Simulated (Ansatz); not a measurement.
# MnPt2 in Ansatz: convergence with k mesh

Input of the first run (k mesh 3 × 3 × 2); the others differ in this setting and in those tied to it:

Contents of input.yaml:

```yaml
crystal:
  lattice:
    - [2.8584044518, 0.0, 0.0]
    - [-1.4292022259, 2.4754508696, 0.0]
    - [0.0, 0.0, 6.532504]
  atoms:
    - { symbol: Pt, position: [0.6666666667, 0.3333333333, 0.316206] }
    - { symbol: Pt, position: [0.3333333333, 0.6666666667, 0.683794] }
    - { symbol: Mn, position: [0.0, 0.0, 0.0], spin: 4.0 }
hamiltonian:
  xc: r2scan
  pseudopotentials: { kind: paw }
magnetization:
  spin_polarized: true
kpoints:
  mp_grid: { grid: [3, 3, 2] }
scf:
  occupations: { method: fermi_dirac, width: 0.1 }
output:
  forces: true
  stress: true
  eigenvalues: true
```

Potentials or basis: Ansatz PAW.

Launch:

```bash
$ ansatz run input.yaml --threads 2 --pin off --max-ram 5632MiB --backend cpu --events-out ev --progress --plain --runs-dir out
```

The cell comes from a database or a generator and needn't be the stable form of this composition.

Hardware: 2 threads of Intel(R) Xeon(R) Platinum 8259CL CPU @ 2.50GHz (Skylake/Cascade Lake), with other jobs on the host.

Q: The values tried are 3 × 3 × 2, 4 × 4 × 2, 5 × 5 × 2, 6 × 6 × 3, 8 × 8 × 3, 10 × 10 × 4, 12 × 12 × 5, 15 × 15 × 6, 17 × 17 × 7, loosest first. From which on does the energy stay within 1 meV/atom of the tightest run that finished?

A: From 15 × 15 × 6 on.

```csv
k mesh,"energy less the tightest run, at zero smearing (meV/atom)",pressure (GPa),largest force (eV/Å),absolute moment (μB),SCF cycles,CPU time (s),peak memory (GiB)
3 × 3 × 2,81.41,-2.48,0.140,4.65,19,14,0.51
4 × 4 × 2,-13.54,-2.52,0.093,5.00,19,13,0.51
5 × 5 × 2,83.04,0.15,0.109,5.60,20,16,0.52
6 × 6 × 3,-35.91,-2.85,0.048,5.02,20,20,0.54
8 × 8 × 3,-3.57,-2.45,0.025,4.97,20,25,0.57
10 × 10 × 4,6.05,-2.06,0.042,5.11,19,43,0.63
12 × 12 × 5,5.08,-2.01,0.052,5.10,20,63,0.7
15 × 15 × 6,-0.36,-2.17,0.042,5.07,20,110,0.84
17 × 17 × 7,0.00,-2.13,0.045,5.08,20,140,0.95
```

Against the tightest run, the pressure stays within 0.1 GPa from 15 × 15 × 6 on; the largest force stays within 0.005 eV/Å from 15 × 15 × 6 on; the absolute moment stays within 0.02 μB from 12 × 12 × 5 on. Meshes of other sizes hit other points, so gaps and Fermi surfaces needn't settle smoothly. The tightest run that finished is the yardstick and may itself not be fully converged.

Caveat, for the tightest run too: the magnetic or orbital state may not be the lowest; the PAW data sets come from PBE, with cores solved anew for the run's functional, which leaves a small shift of forces and pressure. The run has no spin-orbit coupling, so splittings on Pt are missing.
